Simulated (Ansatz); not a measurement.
# Ge3Pd (Pm-3m) in Ansatz: notebook

One crystal, Ge3Pd, is run at these levels: LDA, r2SCAN; tasks: band structure, single point, equation of state.

Program: Ansatz 0.2.0. These are calculated values, not measurements. Logs are shortened: lines on timing, memory, paths and dates and some standing lists are left out, and cuts for length are marked.

### 1 Starting point

The structure is cubic, space group Pm-3m (No. 221). Conventional cell: a = 4.142 Å, b = 4.142 Å, c = 4.142 Å, α = 90.00°, β = 90.00°, γ = 90.00°. Pd (site symmetry m-3m) is surrounded by 12 Ge at 2.93 Å. Ge (site symmetry 4/mmm) is surrounded by 4 Pd at 2.93 Å and 8 Ge at 2.93 Å.

The cell comes from a database or a generator and needn't be the stable form of this composition.

### 2 Band structure, LDA

File input.yaml:

```yaml
crystal:
  lattice:
    - [4.142023, 0.0, 0.0]
    - [0.0, 4.142023, 0.0]
    - [0.0, 0.0, 4.142023]
  atoms:
    - { symbol: Pd, position: [0.0, 0.0, 0.0] }
    - { symbol: Ge, position: [0.5, 0.5, 0.0] }
    - { symbol: Ge, position: [0.5, 0.0, 0.5] }
    - { symbol: Ge, position: [0.0, 0.5, 0.5] }
hamiltonian:
  xc: lda
  pseudopotentials: { kind: paw }
kpoints:
  mp_grid: { grid: [7, 7, 7] }
  band_path:
    path:
      - [[0.0, 0.0, 0.0], [0.0, 0.5, 0.0], [0.5, 0.5, 0.0], [0.0, 0.0, 0.0], [0.5, 0.5, 0.5], [0.0, 0.5, 0.0]]
      - [[0.5, 0.5, 0.0], [0.5, 0.5, 0.5]]
    npoints: 14
scf:
  occupations: { method: fermi_dirac, width: 0.05 }
  n_extra_bands: 10
output:
  forces: true
  stress: true
  eigenvalues: true
  fatbands: true
  write_density: true
  write_potential: true
  elf: true
  volumetric_format: npy
```

Potentials or basis: Ansatz PAW.

Command:

```bash
$ ansatz run input.yaml --threads 2 --pin off --max-ram 5632MiB --backend cpu --events-out ev --progress --plain --runs-dir out
```

The program printed:

```text
Warning: RAYON_NUM_THREADS=2 ignored (pool sized by the plan → 2); use --threads N
scf.n_extra_bands = 10 over 30 filled bands (N_el = 60.0): the run solves 40 bands
Engine: ansatz 0.2.0, aarch64-unknown-linux-gnu
Pseudopotentials: kind: paw
Pseudopotential: Pd, paw, valence charge 18, recommended cutoff 420 eV (normal), Pd.paw.azcp
Pseudopotential: Ge, paw, valence charge 14, recommended cutoff 420 eV (normal), Ge.paw.azcp
Functional definition: SPW92
  exchange = slater_x
  correlation = pw_c
Crystal: 4 atoms, lattice volume = 71.062 Å³
Basis set: ecut = 420 eV, 1357 PW (Γ)
Bands: 40, of which v1, the nominal top of the filled ones, is band 30 counted from 1 (29 counted from 0)
Symmetry: 48 space group operations
Space group: Pm-3m (ITA 221), of the structure as read, at distance tolerance 4.1e-5 Å
k-points: 20 of 343
Non-local potential: Pd, projectors of the file, l = 0: 2, l = 1: 2, l = 2: 2, l = 3: 1
Non-local potential: Ge, projectors of the file, l = 0: 2, l = 1: 2, l = 2: 3, l = 3: 1
PAW form: soft (Blöchl's): semilocal exchange-correlation on the pseudo side does not see the compensation charge
PAW frozen core: Pd, regenerated for the run's functional, and the local potential with it (the file was generated under x = pbe(κ = 0.804, μ = 0.2195149727645171), c = pbe(β = 0.06672455060314922))
PAW frozen core: Ge, regenerated for the run's functional, and the local potential with it (the file was generated under x = pbe(κ = 0.804, μ = 0.2195149727645171), c = pbe(β = 0.06672455060314922))
PAW one-centre angular grid: Pd, 590 points (default); XC on 64 Gauss nodes
PAW one-centre angular grid: Ge, 590 points (default); XC on 64 Gauss nodes
Initial density: superposition of atomic densities (neutral atoms: chi_scale 0, normalization atom), corrected by the library's trained network
Initial wavefunctions: pseudopotential atomic-orbital guess
Functional: x = slater, c = lda
SCF iter   1: F=—  HF=-19491.365857 eV  |F-HF|=—  |Δ(HF+E_count)|=         —  Δρ=7.07e-3  dr2=3.25e-2  ethr=1.77e-3  ⟨swp⟩=6.0  Hψ=3052  notcnv=0  defer=3
preconditioner: auto → Kerker (q_TF=auto, 2.652 Å⁻¹)  [metal: Δε(μ)=0.094 eV  Ē_g=21.559 eV  σ=0.050 eV  W_gap=0.42  n_scr=26 (ndim 8)  ℏωp=31.8 eV  f_vac=0.000  D(μ)=2.43/eV (n_scr^D=18)]
SCF iter   2: F=—  HF=-19491.360621 eV  |F-HF|=—  |Δ(HF+E_count)|=   5.24e-3  Δρ=3.47e-3  dr2=9.18e-3  ethr=5.42e-5  ⟨swp⟩=1.9  Hψ=1210  notcnv=0  defer=16
SCF iter   3: F=—  HF=-19491.358464 eV  |F-HF|=—  |Δ(HF+E_count)|=   2.16e-3  Δρ=9.96e-4  dr2=7.13e-4  ethr=1.53e-5  ⟨swp⟩=2.1  Hψ=915  notcnv=0  defer=16
SCF iter   4: F=—  HF=-19491.358110 eV  |F-HF|=—  |Δ(HF+E_count)|=   3.55e-4  Δρ=3.54e-4  dr2=1.15e-4  ethr=1.19e-6  ⟨swp⟩=2.0  Hψ=1075  notcnv=0  defer=16
SCF iter   5: F=—  HF=-19491.358065 eV  |F-HF|=—  |Δ(HF+E_count)|=   4.46e-5  Δρ=1.08e-4  dr2=6.49e-6  ethr=1.92e-7  ⟨swp⟩=2.0  Hψ=1256  notcnv=0  defer=16
SCF iter   6: F=—  HF=-19491.358057 eV  |F-HF|=—  |Δ(HF+E_count)|=   8.04e-6  Δρ=2.07e-5  dr2=2.83e-7  ethr=1.08e-8  ⟨swp⟩=2.8  Hψ=1281  notcnv=0  defer=16
SCF iter   7: F=-19491.358057 eV  HF=-19491.358057 eV  |F-HF|=9.86e-9  |Δ(HF+E_count)|=   1.09e-8  Δρ=4.09e-6  dr2=1.59e-8  ethr=1.67e-10  ⟨swp⟩=10.3  Hψ=4746  notcnv=0
SCF 1 converged in 7 iterations: F = -19491.358057 eV  dr2 = 1.59e-8
NSCF: frozen V_eff on 86 k-points
SCF converged after 7 iterations
Free energy (F): -19491.358057 eV
Harris-Foulkes:  -19491.358057 eV  (|F-HF|=9.86e-9)
Internal energy: -19491.339420 eV  (E = F + TS)
E sigma→0 (E₀):  -19491.348738 eV
Entropy (-TS):   -0.018637 eV (-4.659 meV/atom)
Fermi energy:    12.702127 eV
--- Per-component energies (eV) ---
  E_band       = -540.880302
  E_kinetic    = 846.720811
  E_local      = -8350.529434  (includes V_loc(G=0)·N_el)
  E_nonlocal   = 1478.132074
  E_hartree    = 3577.342145
  E_xc         = -393.309411
  E_vxc        = -406.396899  (∫ρ·V_xc dr)
  E_paw        = -9436.446132  (= ΣΔE_a)
  E_vpaw       = -1263.494342  (= ΣTr[D̂ρ^β])
  E_aug_tail   = 0.001162  (compensation charges beyond the density's cutoff)
  E_ewald      = -7219.656347
  E_core_change = 6.405712  (= ΣΔE_core)
  E_smearing   = -0.018637  (= −TS)
  E_closure    = 0.000000  (closes the sum)
  Σ components = -19491.358057   (vs F -19491.358057, Δ=0.00e0)
--- Forces (eV/Å), atoms counted from 1 ---
  atom   1  Pd    -0.00000000     0.00000000    -0.00000000
  atom   2  Ge     0.00000000     0.00000000     0.00000000
  atom   3  Ge     0.00000000    -0.00000000     0.00000000
  atom   4  Ge     0.00000000     0.00000000     0.00000000
  max |Σ_I F_I| component: 1.04e-28 eV/Å
--- Stress (GPa, compression-positive) ---
       -7.009458       0.000000      -0.000000
        0.000000      -7.009458       0.000000
        0.000000       0.000000      -7.009458
  P = ⅓ Tr σ = -7.0095 GPa (-70.095 kbar)
--- Band table (eV; the first three rows and the last of 20) ---
  k-point 0: bands = ["-71.3551", "-37.1666", "-37.1666", "-37.1666", "-12.1102", "-12.1102", "-12.1102", "-12.0996", "-12.0445", "-12.0445", "-12.0011", "-12.0011", "-12.0011", "-11.9876", "-11.9876", "-11.9458", "-11.9393", "-11.9393", "-11.9393", "0.0450", "6.6941", "6.6941", "9.2703", "9.2703", "9.2703", "10.0737", "10.0737", "10.0737", "11.1160", "11.1160", "13.5582", "15.6752", "15.6752", "15.6752", "18.2678", "18.2678", "18.2678", "21.7994", "21.7994", "21.7994"]
  k-point 1: bands = ["-71.3551", "-37.1669", "-37.1666", "-37.1666", "-12.1090", "-12.1023", "-12.1023", "-12.0943", "-12.0438", "-12.0400", "-12.0022", "-12.0011", "-12.0011", "-11.9918", "-11.9875", "-11.9497", "-11.9478", "-11.9478", "-11.9393", "0.2157", "5.8715", "6.8297", "9.1128", "9.1128", "9.5245", "10.0808", "10.3688", "10.3688", "10.7800", "11.4710", "14.3068", "15.4935", "15.4935", "15.6071", "17.2443", "17.7592", "17.7592", "21.7944", "22.1727", "22.7565"]
  k-point 2: bands = ["-71.3551", "-37.1675", "-37.1665", "-37.1665", "-12.1064", "-12.0804", "-12.0801", "-12.0801", "-12.0419", "-12.0278", "-12.0047", "-12.0035", "-12.0018", "-12.0018", "-11.9872", "-11.9709", "-11.9709", "-11.9603", "-11.9393", "0.7152", "4.4033", "7.2212", "8.8839", "8.8839", "9.9483", "9.9772", "10.0968", "11.0430", "11.0430", "11.9990", "14.5285", "14.5285", "15.5031", "15.5080", "16.3900", "17.8155", "17.8155", "21.7818", "22.1110", "23.6782"]
  k-point 19: bands = ["-71.3551", "-37.1677", "-37.1677", "-37.1677", "-12.0721", "-12.0667", "-12.0667", "-12.0567", "-12.0567", "-12.0518", "-12.0509", "-12.0040", "-11.9984", "-11.9984", "-11.9872", "-11.9872", "-11.9531", "-11.9531", "-11.9476", "3.9390", "4.5130", "4.5130", "7.3703", "8.3432", "8.4738", "8.4738", "10.4982", "10.4982", "11.1648", "11.1648", "11.2853", "12.9077", "19.2465", "19.2465", "19.7054", "20.1033", "20.1033", "24.4508", "24.8906", "24.8906"]
```

Run time: 5 s. Hardware: 2 threads of Arm Neoverse V2, shared host; peak memory 0.39 GiB.

What came out:

```
Free energy            : -19491.3581 eV
Pressure               : -7.0 GPa
Band gap on the k mesh : none (metal or under the smearing width)
```

Levels at the corners of the path, in eV from the Fermi level:
| point | band 26 | band 27 | band 28 | band 29 | band 30 | band 31 | band 32 | band 33 | band 34 | band 35 |
| --- | --- | --- | --- | --- | --- | --- | --- | --- | --- | --- |
| Γ | -2.63 | -2.63 | -2.63 | -1.59 | -1.59 | 0.86 | 2.97 | 2.97 | 2.97 | 5.57 |
| X | -2.59 | -2.37 | -0.27 | -0.27 | 0.01 | 0.01 | 0.25 | 0.88 | 2.74 | 5.83 |
| M | -2.35 | -2.08 | -2.04 | -0.19 | 0.13 | 0.95 | 0.95 | 2.47 | 2.47 | 5.15 |
| Γ | -2.63 | -2.63 | -2.63 | -1.59 | -1.59 | 0.86 | 2.97 | 2.97 | 2.97 | 5.57 |
| R | -4.30 | -2.27 | -2.27 | -1.57 | -1.57 | -1.57 | -0.35 | 7.36 | 7.36 | 7.46 |
| X | -2.59 | -2.37 | -0.27 | -0.27 | 0.01 | 0.01 | 0.25 | 0.88 | 2.74 | 5.83 |
| M | -2.35 | -2.08 | -2.04 | -0.19 | 0.13 | 0.95 | 0.95 | 2.47 | 2.47 | 5.15 |
| R | -4.30 | -2.27 | -2.27 | -1.57 | -1.57 | -1.57 | -0.35 | 7.36 | 7.36 | 7.46 |

Caveat: the PAW data sets come from PBE, with cores solved anew for the run's functional, which leaves a small shift of forces and pressure.

### 3 Single point, LDA, 16.70 Å³/atom (volume scaled by 0.94)

File input.yaml:

```yaml
crystal:
  lattice:
    - [4.0574681928, 0.0, 0.0]
    - [0.0, 4.0574681928, 0.0]
    - [0.0, 0.0, 4.0574681928]
  atoms:
    - { symbol: Pd, position: [0.0, 0.0, 0.0] }
    - { symbol: Ge, position: [0.5, 0.5, 0.0] }
    - { symbol: Ge, position: [0.5, 0.0, 0.5] }
    - { symbol: Ge, position: [0.0, 0.5, 0.5] }
hamiltonian:
  xc: lda
  pseudopotentials: { kind: paw }
kpoints:
  mp_grid: { grid: [7, 7, 7] }
scf:
  occupations: { method: fermi_dirac, width: 0.05 }
output:
  forces: true
  stress: true
  eigenvalues: true
```

Potentials or basis: Ansatz PAW.

Command:

```bash
$ ansatz run input.yaml --threads 2 --pin off --max-ram 5632MiB --backend cpu --events-out ev --progress --plain --runs-dir out
```

It took 1.2 s on 2 threads of Arm Neoverse V2, shared host; peak memory 0.34 GiB.

The run converged. Its results:

* Free energy: -19491.4786 eV
* Pressure: -1.7 GPa
* Band gap on the k mesh: none (metal or under the smearing width)

Caveat: the PAW data sets come from PBE, with cores solved anew for the run's functional, which leaves a small shift of forces and pressure.

### 4 Single point, LDA, 17.05 Å³/atom (volume scaled by 0.96)

input.yaml: that of step 3 with these lines changed.

```diff
@@ -2,5 +2,5 @@
   lattice:
-    - [4.0574681928, 0.0, 0.0]
-    - [0.0, 4.0574681928, 0.0]
-    - [0.0, 0.0, 4.0574681928]
+    - [4.0860428539, 0.0, 0.0]
+    - [0.0, 4.0860428539, 0.0]
+    - [0.0, 0.0, 4.0860428539]
   atoms:
```

Command:

```bash
$ ansatz run input.yaml --threads 2 --pin off --max-ram 5632MiB --backend cpu --events-out ev --progress --plain --runs-dir out
```

Run time: 1.2 s. Hardware: 2 threads of Arm Neoverse V2, shared host; peak memory 0.34 GiB.

It converged, with:

```yaml
Free_energy: -19491.4544 eV
Pressure: -3.7 GPa
Band_gap_on_the_k_mesh: none (metal or under the smearing width)
```

Caveat: the PAW data sets come from PBE, with cores solved anew for the run's functional, which leaves a small shift of forces and pressure.

### 5 Single point, LDA, 17.41 Å³/atom (volume scaled by 0.98)

input.yaml: that of step 4 with these lines changed.

```diff
@@ -2,5 +2,5 @@
   lattice:
-    - [4.0860428539, 0.0, 0.0]
-    - [0.0, 4.0860428539, 0.0]
-    - [0.0, 0.0, 4.0860428539]
+    - [4.1142233503, 0.0, 0.0]
+    - [0.0, 4.1142233503, 0.0]
+    - [0.0, 0.0, 4.1142233503]
   atoms:
```

Command:

```bash
$ ansatz run input.yaml --threads 2 --pin off --max-ram 5632MiB --backend cpu --events-out ev --progress --plain --runs-dir out
```

Wall time 1.2 s (2 threads of Arm Neoverse V2, shared host); peak memory 0.34 GiB.

It converged, with:

```yaml
Free_energy: -19491.4135 eV
Pressure: -5.5 GPa
Band_gap_on_the_k_mesh: none (metal or under the smearing width)
```

Caveat: the PAW data sets come from PBE, with cores solved anew for the run's functional, which leaves a small shift of forces and pressure.

### 6 Single point, LDA, 17.77 Å³/atom

input.yaml: that of step 5 with these lines changed.

```diff
@@ -2,5 +2,5 @@
   lattice:
-    - [4.1142233503, 0.0, 0.0]
-    - [0.0, 4.1142233503, 0.0]
-    - [0.0, 0.0, 4.1142233503]
+    - [4.142023, 0.0, 0.0]
+    - [0.0, 4.142023, 0.0]
+    - [0.0, 0.0, 4.142023]
   atoms:
```

Potentials or basis: Ansatz PAW.

Command:

```bash
$ ansatz run input.yaml --threads 2 --pin off --max-ram 5632MiB --backend cpu --events-out ev --progress --plain --runs-dir out
```

It took 1.2 s on 2 threads of Arm Neoverse V2, shared host; peak memory 0.34 GiB.

Results (log left out):

- Free energy: -19491.3581 eV
- Pressure: -7.0 GPa
- Band gap on the k mesh: none (metal or under the smearing width)

Caveat: the PAW data sets come from PBE, with cores solved anew for the run's functional, which leaves a small shift of forces and pressure.

### 7 Single point, LDA, 18.12 Å³/atom (volume scaled by 1.02)

input.yaml: that of step 6 with these lines changed.

```diff
@@ -2,5 +2,5 @@
   lattice:
-    - [4.142023, 0.0, 0.0]
-    - [0.0, 4.142023, 0.0]
-    - [0.0, 0.0, 4.142023]
+    - [4.1694544153, 0.0, 0.0]
+    - [0.0, 4.1694544153, 0.0]
+    - [0.0, 0.0, 4.1694544153]
   atoms:
@@ -21 +21,5 @@
   eigenvalues: true
+  write_density: true
+  write_potential: true
+  elf: true
+  volumetric_format: npy
```

Command:

```bash
$ ansatz run input.yaml --threads 2 --pin off --max-ram 5632MiB --backend cpu --events-out ev --progress --plain --runs-dir out
```

It took 1.7 s on 2 threads of Arm Neoverse V2, shared host; peak memory 0.35 GiB.

It converged, with:

```yaml
Free_energy: -19491.2897 eV
Pressure: -8.4 GPa
Band_gap_on_the_k_mesh: none (metal or under the smearing width)
```

Caveat: the PAW data sets come from PBE, with cores solved anew for the run's functional, which leaves a small shift of forces and pressure.

### 8 Single point, LDA, 18.48 Å³/atom (volume scaled by 1.04)

input.yaml: that of step 7 with these lines changed.

```diff
@@ -2,5 +2,5 @@
   lattice:
-    - [4.1694544153, 0.0, 0.0]
-    - [0.0, 4.1694544153, 0.0]
-    - [0.0, 0.0, 4.1694544153]
+    - [4.1965295533, 0.0, 0.0]
+    - [0.0, 4.1965295533, 0.0]
+    - [0.0, 0.0, 4.1965295533]
   atoms:
@@ -21,5 +21 @@
   eigenvalues: true
-  write_density: true
-  write_potential: true
-  elf: true
-  volumetric_format: npy
```

Command:

```bash
$ ansatz run input.yaml --threads 2 --pin off --max-ram 5632MiB --backend cpu --events-out ev --progress --plain --runs-dir out
```

It took 1.2 s on 2 threads of Arm Neoverse V2, shared host; peak memory 0.34 GiB.

Results (log left out):

```
Free energy            : -19491.2101 eV
Pressure               : -9.6 GPa
Band gap on the k mesh : none (metal or under the smearing width)
```

Caveat: the PAW data sets come from PBE, with cores solved anew for the run's functional, which leaves a small shift of forces and pressure.

### 9 Single point, LDA, 18.83 Å³/atom (volume scaled by 1.06)

input.yaml: that of step 8 with these lines changed.

```diff
@@ -2,5 +2,5 @@
   lattice:
-    - [4.1965295533, 0.0, 0.0]
-    - [0.0, 4.1965295533, 0.0]
-    - [0.0, 0.0, 4.1965295533]
+    - [4.2232597616, 0.0, 0.0]
+    - [0.0, 4.2232597616, 0.0]
+    - [0.0, 0.0, 4.2232597616]
   atoms:
```

Potentials or basis: Ansatz PAW.

Command:

```bash
$ ansatz run input.yaml --threads 2 --pin off --max-ram 5632MiB --backend cpu --events-out ev --progress --plain --runs-dir out
```

Run time: 1.2 s. Hardware: 2 threads of Arm Neoverse V2, shared host; peak memory 0.35 GiB.

It converged, with:

```
Free energy            : -19491.1205 eV
Pressure               : -10.6 GPa
Band gap on the k mesh : none (metal or under the smearing width)
```

Caveat: the PAW data sets come from PBE, with cores solved anew for the run's functional, which leaves a small shift of forces and pressure.

### 10 Equation of state, LDA

Potentials or basis: Ansatz PAW.

This step only gathers the single runs of the series.

What came out:

* Equilibrium volume: 16.43 Å³/atom (rough: see the caveat)
* Bulk modulus: 108 GPa (rough)

Energy against volume, from the lowest point:
| volume (Å³/atom) | energy (meV/atom) |
| --- | --- |
| 16.700 | 0.00 |
| 17.055 | 6.05 |
| 17.410 | 16.26 |
| 17.766 | 30.13 |
| 18.121 | 47.21 |
| 18.476 | 67.13 |
| 18.831 | 89.52 |

Caveat: the minimum lies outside the volumes run.

### 11 Band structure, r2SCAN

File input.yaml:

```yaml
crystal:
  lattice:
    - [4.142023, 0.0, 0.0]
    - [0.0, 4.142023, 0.0]
    - [0.0, 0.0, 4.142023]
  atoms:
    - { symbol: Pd, position: [0.0, 0.0, 0.0] }
    - { symbol: Ge, position: [0.5, 0.5, 0.0] }
    - { symbol: Ge, position: [0.5, 0.0, 0.5] }
    - { symbol: Ge, position: [0.0, 0.5, 0.5] }
hamiltonian:
  xc: r2scan
  pseudopotentials: { kind: paw }
kpoints:
  mp_grid: { grid: [7, 7, 7] }
  band_path:
    path:
      - [[0.0, 0.0, 0.0], [0.0, 0.5, 0.0], [0.5, 0.5, 0.0], [0.0, 0.0, 0.0], [0.5, 0.5, 0.5], [0.0, 0.5, 0.0]]
      - [[0.5, 0.5, 0.0], [0.5, 0.5, 0.5]]
    npoints: 14
scf:
  occupations: { method: fermi_dirac, width: 0.05 }
  n_extra_bands: 10
output:
  forces: true
  stress: true
  eigenvalues: true
  fatbands: false
```

Command:

```bash
$ ansatz run input.yaml --threads 2 --pin off --max-ram 5632MiB --backend cpu --events-out ev --progress --plain --runs-dir out
```

It took 7 s on 2 threads of Arm Neoverse V2, shared host; peak memory 0.51 GiB.

The run converged. Its results:

- Free energy: -19893.4464 eV
- Pressure: -2.8 GPa
- Band gap on the k mesh: none (metal or under the smearing width)

Levels at the corners of the path, in eV from the Fermi level:
| point | band 28 | band 29 | band 30 | band 31 | band 32 | band 33 |
| --- | --- | --- | --- | --- | --- | --- |
| Γ | -2.80 | -1.63 | -1.63 | 1.17 | 3.05 | 3.05 |
| X | -0.40 | -0.40 | -0.12 | -0.12 | 0.56 | 0.99 |
| M | -2.19 | -0.08 | 0.00 | 1.11 | 1.11 | 2.44 |
| Γ | -2.80 | -1.63 | -1.63 | 1.17 | 3.05 | 3.05 |
| R | -2.45 | -1.68 | -1.68 | -1.68 | -0.16 | 7.85 |
| X | -0.40 | -0.40 | -0.12 | -0.12 | 0.56 | 0.99 |
| M | -2.19 | -0.08 | 0.00 | 1.11 | 1.11 | 2.44 |
| R | -2.45 | -1.68 | -1.68 | -1.68 | -0.16 | 7.85 |

Caveat: the PAW data sets come from PBE, with cores solved anew for the run's functional, which leaves a small shift of forces and pressure.

### 12 Overview

| task | level | cutoff (eV) | points for each segment of the path | gap on the mesh (eV) | pressure (GPa) |
| --- | --- | --- | --- | --- | --- |
| band structure | LDA | 420 | 14 | none | -7.0 |
| equation of state | LDA | 420 | - | - | - |
| band structure | r2SCAN | 500 | 14 | none | -2.8 |

Alike in all rows: potentials or basis Ansatz PAW; no spin polarisation; cell as given; k mesh 7 × 7 × 7; smearing fermi-dirac 0.05 eV.

Caveats: the PAW data sets come from PBE, with cores solved anew for the run's functional, which leaves a small shift of forces and pressure (some runs); the minimum lies outside the volumes run (some runs).

Total energies depend on the potentials used, so only differences within one code and one set of settings carry meaning.
